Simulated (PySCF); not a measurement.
# RuO₃⁺: doublet, from a trigonal planar start

Aim: relax RuO₃⁺ as a doublet from a trigonal planar start, check by its vibrations whether the end is a minimum, and collect its spectrum and constants.

The runs use PySCF 2.14.0; PBE0, basis Ru def2-TZVP with ECP28, O def2-TZVP, scalar-relativistic core potentials, no spin–orbit coupling, density fitting.

## 1. The starting structure

4 atoms, charge 1, spin multiplicity 2.

Bond lengths: Ru1–O2 1.676 Å, Ru1–O3 1.676 Å, Ru1–O4 1.676 Å. Angles: O2–Ru1–O3 120.0°, O2–Ru1–O4 120.0°, O3–Ru1–O4 120.0°.

Z-matrix (Å, degrees; charge 1 multiplicity 2):
```
Ru
O  1 1.6758
O  1 1.6758 2 120.00
O  1 1.6758 2 120.00 3 180.00
```

## 2. Finding the electronic state

The steps below are one call of a driver around PySCF. For each, scf.py gives the equivalent set-up of the SCF; relaxations use the driver's own optimiser. After this first run the driver tries any further starts and a stability analysis.

scf.py reads:

```python
from pyscf import gto, scf, dft
mol = gto.M(atom='''
Ru     0.000000     0.000000     0.000000
O      1.675800     0.000000     0.000000
O     -0.837900     1.451300     0.000000
O     -0.837900    -1.451300     0.000000''',
    basis={'Ru': 'def2-TZVP', 'O': 'def2-TZVP'},
    ecp={'Ru': 'def2-TZVP'},
    charge=1, spin=1)
mf = dft.UKS(mol, xc='PBE0')
mf.grids.atom_grid = (50, 194)
aux = {'Ru': 'def2-universal-JKFIT', 'O': 'def2-universal-JKFIT'}
mf = mf.density_fit(auxbasis=aux)
mf.conv_tol = 1e-08
mf.diis_space = 10
mf.max_cycle = 60
mf.init_guess = 'minao'
mf.verbose = 4
mf.kernel()
```

On the command line:

```sh
> OMP_NUM_THREADS=4 python axn.py task.json out
```

Further steps of the session: Relaxation: trigonal planar start, doublet; Hessian and properties; Following the imaginary mode; Vibrations and properties at this point.

**Question.** What will these runs give? Wanted: minimum; geometry; wavenumbers; dipole moment; highest occupied, lowest empty level; polar-tensor charge of Ru1; zero-point energy; ⟨S²⟩.

As calculated:

| quantity | value |
| --- | --- |
| minimum | doublet, C3v |
| geometry | Ru–O 1.641 Å (×3); O–Ru–O 113.4° (×3) |
| wavenumbers (cm⁻¹) | 237 (a1), 343 (e), 1028 (e), 1049 (a1) |
| dipole moment (centre of mass) | 1.88 D |
| highest occupied, lowest empty level (either spin) | -16.53, -12.88 eV |
| polar-tensor charge of Ru1 | +1.77 e |
| zero-point energy | 24.1 kJ/mol |
| entropy at 298.15 K | 289.9 J/(mol K) |
| ⟨S²⟩ | 0.774 |

What this shows: The trigonal planar start (D3h) ends in a minimum of C3v symmetry, after a stop at a saddle point 16.6 kJ/mol higher, from which it was pushed off along an imaginary mode. The strongest infrared band lies at 1028 cm⁻¹ (e, stretch). Most of the spin sits on Ru1 (Mulliken spin 0.66, against 1 for the whole molecule). Only this shape and spin were tried, so other structures or states may lie lower. Open d and f shells are described by one determinant, and the ground state may have another occupation or spin.
